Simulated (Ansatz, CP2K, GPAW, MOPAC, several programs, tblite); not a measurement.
**LiGeN: cheap methods against density-functional theory**

Aim: run LiGeN through methods of unlike cost and see what each gets, and at what price.

Computed with MOPAC, tblite, CP2K, Ansatz, GPAW (versions at each run) (no spin polarisation, static lattice; gaps from single points on the cell relaxed beforehand with r²SCAN, unless a step's input says otherwise).

2 further runs of the same task are left out: 2 that didn't finish.

## (1) The system as given

It takes space group P6_3mc (No. 186, hexagonal). Conventional cell: a = 2.987 Å, b = 2.987 Å, c = 9.353 Å, α = 90.00°, β = 90.00°, γ = 120.00°. Around Li (site symmetry 3m) lie 3 N at 2.17 Å. Ge (site symmetry 3m) is surrounded by 3 N at 1.98 Å. N (site symmetry 3m) has 3 Ge at 1.98 Å and 3 Li at 2.17 Å in its first shell of neighbours.

Structure file:

```
Li Ge N
1.0
     2.98707    0.00000    0.00000
    -1.49353    2.58688    0.00000
     0.00000    0.00000    9.35306
Li Ge N
2 2 2
Direct
  0.66667 0.33333 0.74318
  0.33333 0.66667 0.24318
  0.00000 0.00000 0.49883
  0.00000 0.00000 0.99883
  0.33333 0.66667 0.60263
  0.66667 0.33333 0.10263
```

The structure type (database structure) is imposed and need not be the compound's stable one.

**Question.** The methods are PM6, PM7, GFN1-xTB (tblite), GFN2-xTB (tblite), PBE/DZVP, PBE/SZV, coarse PBE, GLLB-SC, PBE, r2SCAN. What gap does r2SCAN give on this cell, and which other methods (full PBE left aside) come nearest to r2SCAN and farthest in gap, volume and bulk modulus?

```
                                               quantity                                          value
                                                 r2SCAN         gap 1.83 eV, 12.05 Å³/atom, B₀ 108 GPa
         gap: nearest and farthest of the other methods             PBE/SZV (+0.02 eV), PM6 (+3.77 eV)
      volume: nearest and farthest of the other methods  GFN1-xTB (tblite) (+0.9 %), PBE/SZV (+10.9 %)
bulk modulus: nearest and farthest of the other methods         GFN1-xTB (tblite) (-11 %), PM7 (+46 %)
```

In words: Among the 8 methods compared for the gap (full PBE left aside), PBE/SZV is nearest to r2SCAN and PM6 farthest. Among the 4 methods compared for the volume (full PBE left aside), GFN1-xTB (tblite) is nearest to r2SCAN and PBE/SZV farthest. For the bulk modulus, of the 4 methods compared (full PBE left aside), GFN1-xTB (tblite) comes nearest to r2SCAN and PM7 is farthest. A minimal basis or a coarse cutoff and mesh shifts results by its own error, so closeness to r2SCAN can be chance. Cluster runs see only the k-points that fold onto the zone centre, so their gaps can miss the band edges. GLLB-SC is compared with its derivative discontinuity added. No volume is given for PM6, GFN2-xTB (tblite), coarse PBE, which can hide a larger miss. CPU times run from 1.9 s (coarse PBE) to 31 s (PBE/DZVP). On this cell PBE/DZVP cost more than r2SCAN itself (22 s), so it is no saving here. r2SCAN is a yardstick, not the truth: it usually gives gaps below the measured ones.
